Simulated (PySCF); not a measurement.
# [Yb(NH3)3]3+: other functionals and bases at one geometry

One table from this session's results is given with a row withheld; the runs are named, their logs left out.

The runs use PySCF 2.14.0; several levels, as the steps say, no spin–orbit coupling.

4 further runs of the same task are left out: 2 for a known fault of the program, 1 that didn't finish, 1 set aside as unsound or not needed.

**The starting structure**

13 atoms, charge 3, spin multiplicity 1.

Bond lengths: Yb1–N2 2.341 Å, Yb1–N6 2.341 Å, Yb1–N10 2.341 Å, N2–H3 1.038 Å, N2–H4 1.039 Å, N2–H5 1.038 Å, N6–H7 1.038 Å, N6–H8 1.039 Å, N6–H9 1.038 Å, N10–H11 1.038 Å, N10–H12 1.039 Å, N10–H13 1.038 Å. Angles: N2–Yb1–N6 110.1°, N2–Yb1–N10 110.1°, N6–Yb1–N10 110.1°, Yb1–N2–H3 116.2°, Yb1–N2–H4 115.3°, Yb1–N2–H5 115.7°, H3–N2–H4 102.5°, H3–N2–H5 102.7°, H4–N2–H5 102.5°, Yb1–N6–H7 116.2°, Yb1–N6–H8 115.3°, Yb1–N6–H9 115.7°, H7–N6–H8 102.5°, H7–N6–H9 102.7°, H8–N6–H9 102.5°, Yb1–N10–H11 116.2°, Yb1–N10–H12 115.3°, Yb1–N10–H13 115.7° and more.

As a file:

```xyz
13

Yb    0.0000    0.0000   -0.6929
N     2.2163    0.0142    0.0610
H     2.3841   -0.3941    1.0003
H     2.8906   -0.5058   -0.5344
H     2.6589    0.9497    0.1371
N    -1.1204    1.9123    0.0610
H    -0.8508    2.2617    1.0003
H    -1.0073    2.7562   -0.5344
H    -2.1520    1.8278    0.1371
N    -1.0958   -1.9264    0.0610
H    -1.5333   -1.8677    1.0003
H    -1.8833   -2.2504   -0.5344
H    -0.5070   -2.7776    0.1371
```

Formal oxidation states: Yb +3. Each metal's 13 4f electrons lie in its core potential, so multiplicities, spins and levels count the valence alone. An earlier session relaxed this geometry at PBE0, Yb lcecp-1-SVP with ECP59, N def2-SVP, H def2-SVP (singlet, point group C3).

At PBE0 on the finer grid: E = -207.725545 Eh, HOMO -24.98 eV, LUMO -16.50 eV, Mulliken charge on Yb1 +1.78 e, largest force component 0.017 eV/Å. 

Levels to run: BLYP; BP86; PBE; HF; PBE0, TZVP. Hardware: 2 threads of Arm Neoverse N1, shared host.

Set-up of the first run:

run.py (the lines that set the calculation)

```python
mol = gto.M(atom='''
Yb     0.00000     0.00000    -0.69288
N      2.21627     0.01419     0.06103
H      2.38413    -0.39405     1.00034
H      2.89060    -0.50577    -0.53438
H      2.65893     0.94974     0.13714
N     -1.12042     1.91225     0.06103
H     -0.85081     2.26174     1.00034
H     -1.00729     2.75622    -0.53438
H     -2.15197     1.82783     0.13714
N     -1.09584    -1.92644     0.06103
H     -1.53332    -1.86769     1.00034
H     -1.88331    -2.25045    -0.53438
H     -0.50696    -2.77757     0.13714''',
    basis={'Yb': 'lcecp-1-SVP', 'N': 'def2-SVP', 'H': 'def2-SVP'},
    ecp={'Yb': 'lcecp-1-SVP'},
    charge=3, spin=0)
mf = dft.RKS(mol, xc='BLYP')
mf.grids.atom_grid = (75, 302)  # f atoms: unpruned, at least (60, 302)
mf = mf.density_fit()  # fitting sets: Yb AutoAux, N def2-universal-JKFIT, H def2-universal-JKFIT
mf.conv_tol = 1e-08; mf.max_cycle = 55
mf.kernel(dm0)  # dm0: the density of the relaxed state
```

Command:

```console
OMP_NUM_THREADS=2 python run.py
```

Among the steps run: BLYP; BP86; PBE; HF; PBE0, TZVP.

One table of the session follows, with a row left open; its other results are not shown here.

```
              level  HOMO (eV)  gap (eV)  charge on Yb1 (e)  dipole (D)  largest force component (eV/Å)
PBE0 (relaxed here)     -24.98      8.48               1.78        2.93                            0.02
               BLYP     -23.28      5.76               1.62        3.10                            0.42
               BP86     -23.53      6.14               1.65        3.11                            0.41
                PBE     -23.43      5.96               1.64        3.12                            0.37
                 HF     -28.76     15.47               2.09        2.47                            1.07
         PBE0, TZVP          ?         ?                  ?           ?                               ?
```

**Question.** Estimate the row for PBE0, TZVP.

**Answer.** HOMO (eV): -24.87; gap (eV): 8.48; charge on Yb1 (e): 2.05; dipole (D): 2.96; largest force component (eV/Å): 0.37. In the column «HOMO (eV)» it lies between PBE0 (relaxed here) (-24.98) and BP86 (-23.53).

The dipole of a charged species depends on the origin, so these sizes hold for this origin alone.

In one basis the HOMO–LUMO gap runs from 5.76 eV (BLYP) to 15.47 eV (HF). The largest leftover force, 1.07 eV/Å with HF, stands at a geometry relaxed at another level. With 4f in the core, its levels are missing from HOMO and gap, and its count is fixed, so no charge can pass from the ligands into it. Total energies of different levels can't be compared.
